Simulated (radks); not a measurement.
**Exchange and kinetic functionals tested on atomic densities: Rh¹⁷⁺, K⁴⁺, N, P, Ne, Au**

One table from this session's results is given with a row withheld; the runs are named, their logs left out.

Program: radks (a radial shooting solver on a logarithmic mesh, Libxc functionals) version 1. Level of theory: non-relativistic Kohn-Sham, exchange-only B88, spin-polarised, spherical densities, point nucleus; open shells are filled with parallel spins first. These are calculated values, not measurements, unless marked.

## What is computed

```
species : Rh¹⁷⁺ ([Ar] 3d10), K⁴⁺ ([Ne] 3s2 3p3), N ([He] 2s2 2p3), P ([Ne] 3s2 3p3), Ne ([Ne]), Au ([Xe] 4f14 5d10 6s1)
```

Set-up of the first run:

Settings of this run:

```text
Z 45
configuration [Ar] 3d10
relativity non-relativistic
functional b88,
spin polarised
nucleus point
```

Among the steps run: Rh¹⁷⁺, [Ar] 3d10.

One table of the session follows, with a row left open; its other results are not shown here.

It belongs to the step «Rh¹⁷⁺, [Ar] 3d10». Sizes of the orbitals, from the radial functions (bohr):

```
level      <r>  outermost maximum (interpolated)  90 % within  nodes
   1s  0.03385                            0.0224       0.0602      0
   2s   0.1471                             0.125        0.226      1
   2p        ?                                 ?            ?      ?
   3s   0.3978                             0.361        0.584      2
   3p   0.3893                             0.347        0.584      1
   3d   0.3598                             0.288        0.567      0
```

Estimate the missing values for 2p.

As computed: <r>: 0.1258; outermost maximum (interpolated): 0.0978; 90 % within: 0.204; nodes: 0. In the column «<r>» it lies between 1s (0.03385) and 2s (0.1471).
